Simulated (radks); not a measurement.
**Tc inside a hard spherical wall**

Aim: energy, levels and pressure of Tc as a wall, at which all orbitals vanish, closes in. The configuration stays [Kr] 4d5 5s2.

The numbers are computed with radks (a radial shooting solver on a logarithmic mesh, Libxc functionals) version 1 (scalar-relativistic Kohn-Sham, PBE, spin-unpolarised, spherical densities, point nucleus), except any that are marked as measured or tabulated.

**1. The system**

- element: technetium (Z = 43)
- charge: 0
- electrons: 43
- configuration: [Kr] 4d5 5s2

The outer shells:

Tc
```
[Kr] core
4d [↑ ][↑ ][↑ ][↑ ][↑ ]
5s [↑↓]
```

**2. The free atom**

Input:

```text
Z 43
configuration [Kr] 4d5 5s2 5p0 6s0 4f0
relativity scalar-relativistic
functional pbe,pbe
spin unpolarised
nucleus point
c 137.035999084
```

**3. Wall at 20 bohr**

Input: that of step 2 with these lines changed.

```diff
@@ -6,2 +6,3 @@
 nucleus point
+wall 20 bohr
 c 137.035999084
```

**4. Wall at 10 bohr**

Input: that of step 3 with these lines changed.

```diff
@@ -6,3 +6,3 @@
 nucleus point
-wall 20 bohr
+wall 10 bohr
 c 137.035999084
```

**5. Wall at 7 bohr**

Input: that of step 4 with these lines changed.

```diff
@@ -6,3 +6,3 @@
 nucleus point
-wall 10 bohr
+wall 7 bohr
 c 137.035999084
```

**6. Wall at 5 bohr**

Input: that of step 5 with these lines changed.

```diff
@@ -6,3 +6,3 @@
 nucleus point
-wall 7 bohr
+wall 5 bohr
 c 137.035999084
```

**7. Wall at 4 bohr**

Input: that of step 6 with these lines changed.

```diff
@@ -6,3 +6,3 @@
 nucleus point
-wall 5 bohr
+wall 4 bohr
 c 137.035999084
```

**8. Wall at 2.5 bohr**

Input: that of step 7 with these lines changed.

```diff
@@ -6,3 +6,3 @@
 nucleus point
-wall 4 bohr
+wall 2.5 bohr
 c 137.035999084
```

**9. Wall at 1.5 bohr**

Input: that of step 8 with these lines changed.

```diff
@@ -6,3 +6,3 @@
 nucleus point
-wall 2.5 bohr
+wall 1.5 bohr
 c 137.035999084
```

Q: Predict the outcome of this session. Wanted: for each run, R; E − E(free); ε(5s); ε(5p, empty); ε(6s, empty); ε(4f, empty); pressure.

The runs gave:

```
R (bohr)  E − E(free) (eV)  ε(5s) (eV)  ε(5p, empty) (eV)  ε(6s, empty) (eV)  ε(4f, empty) (eV)  pressure (GPa)
    free             0.000      -5.043             -1.399                  -                  -               0
      20             0.000      -5.043             -1.399                  -                  -        < 0.0001
      10             0.014      -5.011             -1.255              1.859              4.687          0.0137
       7             0.431      -4.494             -0.188              7.467              9.163           0.863
       5             4.436      -1.577              4.303             23.922             17.442            18.5
       4            15.749       4.517             12.617             49.105             26.733             113
     2.5            158.98      58.638             77.193             203.76             67.329            4058
     1.5            1458.1      374.53             407.95             858.21             205.22          148601
```

In words: At the tightest wall, 1.5 bohr, the energy stands 1458.1 eV above the free atom and the pressure, −dE/dV, is 148601 GPa. Of the levels in the table that exist at both ends, 5p (empty) rises most from the free atom (409.34 eV). From R = 4 bohr inwards the highest occupied level lies above zero, pushed up by confinement. Shells are not refilled when levels cross, and a hard wall is a model, not a crystal.
